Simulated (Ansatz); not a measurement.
**CH6ClNSi: how energies converge with the basis set**

Aim: see how fast density functionals converge with the basis set for CH6ClNSi.

The runs use Ansatz 0.2.0, Gaussian basis; one geometry, several basis sets.

Levels to be run: PBE0-D4/def2-SVP; ωB97M-V/def2-SVP; PBE0-D4/def2-QZVPP; ωB97M-V/def2-QZVPP; the functionals' def2-TZVPP values are taken from earlier runs.

## (1) The relaxed structure

An earlier PBE0-D4 in a triple-zeta def2 set relaxation fixed the geometry.

SMILES `NC[SiH2]Cl`, 10 atoms, charge 0, spin multiplicity 1.

Atoms are counted from 1 here; the program's logs count them from 0.

Bond lengths: N1–C2 1.455 Å, N1–H5 1.012 Å, N1–H6 1.012 Å, C2–Si3 1.871 Å, C2–H7 1.102 Å, C2–H8 1.098 Å, Si3–Cl4 2.066 Å, Si3–H9 1.484 Å, Si3–H10 1.481 Å. Angles: C2–N1–H5 111.3°, C2–N1–H6 110.8°, H5–N1–H6 107.4°, N1–C2–Si3 110.5°, N1–C2–H7 115.4°, N1–C2–H8 109.2°, Si3–C2–H7 109.0°, Si3–C2–H8 105.9°, H7–C2–H8 106.4°, C2–Si3–Cl4 108.2°, C2–Si3–H9 110.8°, C2–Si3–H10 112.0°, Cl4–Si3–H9 107.6°, Cl4–Si3–H10 107.3°, H9–Si3–H10 110.7°.

## (2) PBE0-D4 in def2-SVP

in.yaml

```yaml
crystal:
  periodic: [false, false, false]
  atoms:
    - {symbol: N, position_ang: [-1.432290, 0.416440, 0.172709]}
    - {symbol: C, position_ang: [-0.322037, 0.005402, -0.672303]}
    - {symbol: Si, position_ang: [1.110816, -0.588157, 0.373477]}
    - {symbol: Cl, position_ang: [1.661542, 0.945036, 1.644409]}
    - {symbol: H, position_ang: [-2.215316, 0.740304, -0.380219]}
    - {symbol: H, position_ang: [-1.157599, 1.176819, 0.781821]}
    - {symbol: H, position_ang: [0.041219, 0.768211, -1.379875]}
    - {symbol: H, position_ang: [-0.628743, -0.856965, -1.277935]}
    - {symbol: H, position_ang: [2.284698, -0.910257, -0.475290]}
    - {symbol: H, position_ang: [0.740810, -1.748034, 1.216207]}
basis:
  gaussian: {orbitals: def2-SVP}
hamiltonian: {xc: pbe0, dispersion: d4}
output: {orbitals: {seedname: orbitals}}
```

Command:

```sh
> ansatz run in.yaml --threads 2 --pin off --events-out ev --progress --plain --max-ram 4352MiB
```

The runs that follow: ωB97M-V in def2-SVP; PBE0-D4 in def2-QZVPP; ωB97M-V in def2-QZVPP.

Before running them: what should the planned runs give, taken together? Wanted: PBE0-D4: double and triple zeta above quadruple; ωB97M-V: double and triple zeta above quadruple.

**Answer**, as computed:

| quantity | value |
| --- | --- |
| PBE0-D4: double and triple zeta above quadruple | 10.99, 0.80 eV |
| ωB97M-V: double and triple zeta above quadruple | 11.07, 0.76 eV |

PBE0-D4 gains 10.19 eV from double to triple zeta, then 0.80 eV more. Total energies overstate the basis error of differences, where much of it tends to cancel. The LUMO of ωB97M-V is positive and keeps falling with the basis (2.73 to 1.55 eV): an unbound level that the basis holds in place.
